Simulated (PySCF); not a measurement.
# C3H5NOSi: the cost of one run

Programs: PySCF 2.14.0, with density-fitted response routines of our own. Each step states its level of theory. These are calculated values for one molecule in the gas phase, unless marked as measured. Atoms are numbered from 0 throughout.

### Step 1. The starting structure

11 atoms, charge 0, multiplicity 1; geometry from: GFN2-xTB. The atoms were then displaced at random by about 0.01 Å, so the start is not that level's minimum.

Bonds of the start (Å): O0–C1 1.20, C1–C2 1.46, C2–N3 1.32, N3–Si4 1.76, Si4–C5 1.92, C5–C2 1.50, C1–H6 1.10, Si4–H7 1.46, Si4–H8 1.46, C5–H9 1.07, C5–H10 1.09.

### Step 2. Relaxing the molecule at PBE0-D3(BJ)/def2-SVP

The job: settings as JSON, then the geometry in Å.

```
{"job": {"xc": "PBE0", "basis": "def2-SVP", "d3": "d3bj", "grid": 1, "shake": 0.01, "kind": "geom"}, "charge": 0, "multiplicity": 1}
O     -2.516300    -0.931100    -0.626630
C     -1.993890    -0.364440     0.288190
C     -0.573580    -0.027740     0.321800
N      0.025110     0.559960     1.335940
Si     1.615020     0.561320     0.572680
C      0.475530    -0.275370    -0.724260
H     -2.519570    -0.059420     1.207030
H      2.577550    -0.291490     1.263000
H      2.076300     1.911800     0.278030
H      0.266390     0.230690    -1.647060
H      0.605530    -1.340050    -0.929590
```

Command:

```console
> OMP_NUM_THREADS=1 python probes_run.py task.json out
```

One launch serves the whole session: the jobs run in the order shown.

Q: Estimate the wall time and peak memory of this first job on 1 thread of AMD EPYC 7R43, shared host.

About 59 s, with a peak of 0.48 GiB.
